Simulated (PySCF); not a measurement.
# C3H11AsOSi2: the cost of one run

Programs: PySCF 2.14.0, with routines of our own; each step states its level. All values are computed. Atoms count from 0.

### 1 The starting structure

18 atoms, charge 0, multiplicity 1; geometry from: GFN2-xTB.

### 2 Circular dichroism and optical rotation: TDDFT BHandHLYP/def2-SVPD

The job: settings as JSON, then the geometry in Å.

```
{"job": {"kind": "ecd", "xc": "BHandHLYP", "basis": "def2-SVPD", "nstates": 16}, "charge": 0, "multiplicity": 1}
C     -2.714566    -0.539556    -0.979645
C     -1.625083    -0.542866     0.072257
C     -1.374028     0.820610     0.715899
Si     0.307420     0.698332    -0.179657
As     2.223529     0.338087     1.045590
Si     3.442851    -0.518515    -0.739293
O     -0.348181    -0.787025    -0.526212
H     -2.741426    -1.496515    -1.495779
H     -2.513026     0.243082    -1.707572
H     -3.680921    -0.358820    -0.514302
H     -1.806615    -1.340908     0.800014
H     -1.359141     0.781062     1.801935
H     -2.079832     1.580985     0.398744
H      0.316593     1.557004    -1.383062
H      2.710767     1.745498     0.807954
H      4.860547    -0.628416    -0.356027
H      2.981737    -1.863758    -1.090529
H      3.390615     0.318038    -1.946733
```

With the program's defaults for keys left out, this is: TDDFT BHandHLYP/def2-SVPD circular dichroism and optical rotation, one conformer, gas phase.

The run is started by

```sh
$ OMP_NUM_THREADS=1 python excited_run.py task.json out
```

One launch serves the whole session: the jobs run in the order shown.

**Question.** How long does this job take on 1 thread of Intel Xeon Platinum 8375C at 2.90GHz, shared host, and how much memory does it need?

About 2.9 min, with a peak of 1.2 GiB.
